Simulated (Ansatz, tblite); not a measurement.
# C12H10S2: one state, many levels

Aim: run the singlet of C12H10S2 at one geometry on many levels, and compare frontier levels, spin and run time.

Method: as each input shows; program: Ansatz 0.2.0, Gaussian basis.

Levels to be run: GFN1-xTB, GFN2-xTB, PBE-D4/def2-TZVP, r2SCAN-D4/def2-TZVP, r2SCAN0-D4/def2-TZVP, B3LYP-D4/def2-TZVP, PBE-D4/def2-SVP, PBE0-D4/def2-SVP, HF/STO-3G, MP2/def2-SVP.

5 further runs of the same task are left out: 5 that didn't finish.

## 1. The geometry

The geometry is that of the singlet, from an earlier relaxation (r2SCAN-D4/def2-SVP).

24 atoms, charge 0, spin multiplicity 1.

Bond lengths: H1–C2 1.092 Å, C2–C3 1.348 Å, C2–H16 1.094 Å, C3–C4 1.449 Å, C3–H17 1.097 Å, C4–C5 1.393 Å, C4–S15 1.739 Å, C5–C6 1.406 Å, C5–H18 1.092 Å, C6–C7 1.396 Å, C6–H19 1.092 Å, C7–C8 1.438 Å, C7–S15 1.741 Å, C8–C9 1.363 Å, C8–H20 1.097 Å, C9–C10 1.437 Å, C9–H21 1.096 Å, C10–C11 1.391 Å and more. Angles: H1–C2–C3 120.7°, H1–C2–H16 117.2°, C3–C2–H16 122.1°, C2–C3–C4 125.9°, C2–C3–H17 118.5°, C4–C3–H17 115.6°, C3–C4–C5 130.3°, C3–C4–S15 119.8°, C5–C4–S15 109.9°, C4–C5–C6 113.7°, C4–C5–H18 122.6°, C6–C5–H18 123.7°, C5–C6–C7 113.6°, C5–C6–H19 123.6°, C7–C6–H19 122.8°, C6–C7–C8 130.6°, C6–C7–S15 109.7°, C8–C7–S15 119.7° and more.

PBE0-D4/def2-TZVP was run before; its log isn't repeated, and its numbers join the tables.

## 2. GFN1-xTB

Tight binding, by tblite at 300 K electronic temperature and without a spin-polarisation term:

```python
tblite.interface.Calculator('GFN1-xTB', numbers, positions, charge=0, uhf=0).singlepoint()
```

Energy -1036.2448 eV, HOMO -10.46 eV, LUMO -8.53 eV; 0.021 s.

## 3. GFN2-xTB

Tight binding, by tblite at 300 K electronic temperature and without a spin-polarisation term:

```python
tblite.interface.Calculator('GFN2-xTB', numbers, positions, charge=0, uhf=0).singlepoint()
```

Energy -1012.5397 eV, HOMO -9.73 eV, LUMO -7.83 eV; 0.019 s.

## 4. PBE-D4/def2-TZVP

start.molden holds the orbitals of an earlier run on this state, given as this run's starting guess.

in.yaml reads:

```yaml
crystal:
  periodic: [false, false, false]
  atoms:
    - {symbol: H, position_ang: [-6.773959, -0.298486, 0.459218]}
    - {symbol: C, position_ang: [-5.782546, -0.057914, 0.068666]}
    - {symbol: C, position_ang: [-4.671101, -0.453305, 0.720476]}
    - {symbol: C, position_ang: [-3.306878, -0.195017, 0.305813]}
    - {symbol: C, position_ang: [-2.816216, 0.488369, -0.804497]}
    - {symbol: C, position_ang: [-1.411856, 0.530754, -0.867734]}
    - {symbol: C, position_ang: [-0.784356, -0.121383, 0.195622]}
    - {symbol: C, position_ang: [0.611623, -0.299745, 0.491400]}
    - {symbol: C, position_ang: [1.644533, 0.165507, -0.265624]}
    - {symbol: C, position_ang: [3.044912, 0.000824, 0.010179]}
    - {symbol: C, position_ang: [4.108043, 0.468438, -0.755445]}
    - {symbol: C, position_ang: [5.378865, 0.143652, -0.217263]}
    - {symbol: C, position_ang: [5.288692, -0.569291, 0.957465]}
    - {symbol: S, position_ang: [3.649555, -0.850189, 1.412783]}
    - {symbol: S, position_ang: [-1.984398, -0.783635, 1.269172]}
    - {symbol: H, position_ang: [-5.737163, 0.512625, -0.864177]}
    - {symbol: H, position_ang: [-4.784685, -1.023214, 1.650838]}
    - {symbol: H, position_ang: [-3.470816, 0.945078, -1.549929]}
    - {symbol: H, position_ang: [-0.856960, 1.024411, -1.668272]}
    - {symbol: H, position_ang: [0.845101, -0.858599, 1.406319]}
    - {symbol: H, position_ang: [1.427825, 0.725181, -1.183213]}
    - {symbol: H, position_ang: [3.955405, 1.029749, -1.680186]}
    - {symbol: H, position_ang: [6.329542, 0.423873, -0.675421]}
    - {symbol: H, position_ang: [6.096818, -0.947694, 1.583821]}
basis:
  gaussian: {orbitals: def2-TZVP, initial_orbitals: start.molden}
hamiltonian: {xc: pbe, dispersion: d4}
scf: {omitted_lower_state_checks: [starts]}
output: {orbitals: {seedname: orbitals}}
```

The run is started by

```sh
ansatz run in.yaml --threads 4 --pin off --events-out ev --progress --plain --max-ram 6963MiB
```

After this run come: r2SCAN-D4/def2-TZVP; r2SCAN0-D4/def2-TZVP; B3LYP-D4/def2-TZVP; PBE-D4/def2-SVP; PBE0-D4/def2-SVP; HF/STO-3G; MP2/def2-SVP.

Q: Predict the results of all the runs planned. Wanted: gap in def2-TZVP, named functionals, smallest and largest; correlation energy, MP2/def2-SVP; binding an atom, functionals in def2-TZVP; PBE0 total energy, smallest basis above largest.

The runs gave:

| quantity | value |
| --- | --- |
| gap in def2-TZVP, named functionals, smallest and largest | 2.03 eV (PBE-D4), 3.53 eV (r2SCAN0-D4) |
| correlation energy, MP2/def2-SVP | -50.05 eV |
| binding an atom, functionals in def2-TZVP | 4.85 (r2SCAN0-D4) to 5.11 eV (PBE-D4) |
| PBE0 total energy, smallest basis above largest | 20.80 eV (def2-SVP, def2-TZVP) |

What this shows: Orbital gaps of the named functionals in def2-TZVP span 2.03 eV (PBE-D4) to 3.53 eV (r2SCAN0-D4); exact exchange widens it.
